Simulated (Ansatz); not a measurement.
Predict the output of the script below (Ansatz 0.2.0, Python API).

Script `adiabatic_h2sb.py`:
```python
'''How H2Sb relaxes after losing an electron.'''

import itertools

import ansatz as az
from ase.data import atomic_numbers, covalent_radii
import numpy as np

system = (
    az.Crystal.molecule()
    .atom('Sb', (0.715, -0.3728, 0.3424))
    .atom('H', (0.0361, 1.3061, 0.1644))
    .atom('H', (-0.762, -0.9981, -0.52))
)

calc = (
    system.calculation()
    .basis(gaussian='def2-SVP')  # atom-centred Gaussian functions
    .functional('PBE')
    .spin('collinear', total=1)
)
symbols = [site.symbol for site in system.cartesian_sites]
start = np.array([site.position_ang for site in system.cartesian_sites], dtype=float)
report = calc.relax(force_tolerance=0.01, max_steps=100).run().report
end = np.array(report['positions_ang'])

minimum = az.Crystal.molecule()
for symbol, place in zip(symbols, end):
    minimum = minimum.atom(symbol, place.tolist())
ion = (
    minimum.calculation()
    .basis(gaussian='def2-SVP')  # the orbital basis, by name
    .functional('PBE')
    .charge(1)
)
vertical = ion.run().report
settled = ion.relax(force_tolerance=0.01, max_steps=80).run().report
print(f'vertical ionisation energy   {vertical["free_energy_ev"] - report["free_energy_ev"]:.3f} eV')
print(f'adiabatic, no zero point     {settled["free_energy_ev"] - report["free_energy_ev"]:.3f} eV')
print(f'relaxation energy of the ion {vertical["free_energy_ev"] - settled["free_energy_ev"]:.3f} eV')
ionised = np.array(settled['positions_ang'])
# pairs closer than 1.2 times the sum of covalent radii, before or after
radius = [covalent_radii[atomic_numbers[s]] for s in symbols]
span = lambda where, i, j: np.linalg.norm(where[i] - where[j])
bonded = [(i, j) for i, j in itertools.combinations(range(len(symbols)), 2) if min(span(end, i, j), span(ionised, i, j)) < 1.2 * (radius[i] + radius[j])]
print('pair        before    after (A)')
for i, j in bonded:
    print(f'{symbols[i]}{i}-{symbols[j]}{j}'.ljust(10), f'{span(end, i, j):8.4f} {span(ionised, i, j):8.4f}')
```

Output of `python adiabatic_h2sb.py`:
```text
vertical ionisation energy   8.653 eV
adiabatic, no zero point     8.653 eV
relaxation energy of the ion 0.000 eV
pair        before    after (A)
Sb0-H1       1.7385   1.7362
Sb0-H2       1.7385   1.7362
```

These settings explore the input space; basis and method may be short of convergence. The energies are electronic: no zero-point or thermal terms, and the basis set is short of its limit. The product may relax into another structure. Each relaxation finds its nearest minimum, which needn't be the lowest. def2 sets replace the cores of elements past krypton by effective core potentials. The run takes the species as open-shell (spin multiplicity 2), which needn't be its ground state. Only the spin states typed were run; another state of an ion can lie lower, by up to an eV or two. Timing: 6.8 s on 1 thread of Arm Neoverse V2 (shared host), peak memory 0.17 GiB.
